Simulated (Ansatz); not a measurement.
# HfBe₅, space group P6/mmm: a convergence test of the k-point mesh

With the Python package of Ansatz (0.2.0).

Run as a notebook:

In [1]:
```python
import csv

import ansatz as az
from ase import Atoms
```

In [2]:
```python
atoms = Atoms(
    ['Hf', 'Be', 'Be', 'Be', 'Be', 'Be'],
    scaled_positions=[
        (0.0, 0.0, 0.0),
        (1 / 3, 2 / 3, 0.0),
        (2 / 3, 1 / 3, 0.0),
        (0.5, 0.0, 0.5),
        (0.5, 0.5, 0.5),
        (0.0, 0.5, 0.5),
    ],
    cell=[
        (4.519402, 0.0, 0.0),
        (-2.259701, 3.913917, 0.0),
        (0.0, 0.0, 3.43969),
    ],
    pbc=True,
)
structure = az.Crystal.from_ase(atoms)

structure.resolved().sites[-1]
```
Out [2]:
```text
Site(symbol='Be', position=(0.0, 0.5, 0.5), moment=None, axis=None, held=None, saved=None)
```

In [3]:
```python
model = (
    structure.calculation()
    .functional('lda')
    .occupations('fermi_dirac')
)

rows = []
for value in [0.9, 0.7, 0.55, 0.45, 0.35]:
    summary = model.kpoints(spacing=value).run().report
    rows.append((value, summary['free_energy_ev'] / len(summary['lattice']['sites']), summary['n_iterations'], summary['n_kpoints']))
```
```text
DeckWarning: basis.ecutwfc = 420 eV, auto-derived from the records' recommended cutoffs: set by Hf (normal level)
```

In [4]:
```python
with open('kconv.csv', 'w', newline='') as handle:
    writer = csv.writer(handle)
    writer.writerow(['spacing (1/A)', 'F/atom (eV)', 'iterations', 'k-points'])
    writer.writerows([round(v, 5) if isinstance(v, float) else v for v in row] for row in rows)
```

In [5]:
```python
# differences from the last row
for row in rows[:-1]:
    shift = 1000 * (row[1] - rows[-1][1])
    print(f'{row[0]}: {shift:+.2f} meV/atom' + ('  (within 5 meV)' if abs(shift) < 5 else ''))
```
```text
0.9: -19.68 meV/atom
0.7: +8.43 meV/atom
0.55: +5.98 meV/atom
0.45: +4.47 meV/atom  (within 5 meV)
```

File `kconv.csv` afterwards:
```csv
spacing (1/A),F/atom (eV),iterations,k-points
0.9,-2653.24904,7,4
0.7,-2653.22092,7,6
0.55,-2653.22338,7,9
0.45,-2653.22489,7,12
0.35,-2653.22936,7,20
```

From a spacing of 0.45 (4×4×5) on it stays within 5 meV an atom of the value at a spacing of 0.35 (5×5×6); the first row (a spacing of 0.9 (2×2×3)) is off by 19.7 meV and the last but one by 4.47 meV. This holds for F at a smearing of 0.1 eV; a narrower one needs a denser mesh. It goes up and down, since the sum over k-points isn't variational.

Caveats:
- Spin-orbit coupling, which matters for elements this heavy, is left out.
- The structure comes from a database of computed cells and needn't be a stable or known phase.
- Warnings are shown shortened and without file and line.
- Shifts are counted from the finest mesh, which is itself no proven limit.
- It ran for 4.9 s on 1 thread of Intel(R) Xeon(R) 6975P-C (Granite Rapids), on a shared host, peak memory 0.41 GiB.

(Lines on the test bed's own set-up are left out of the output.)
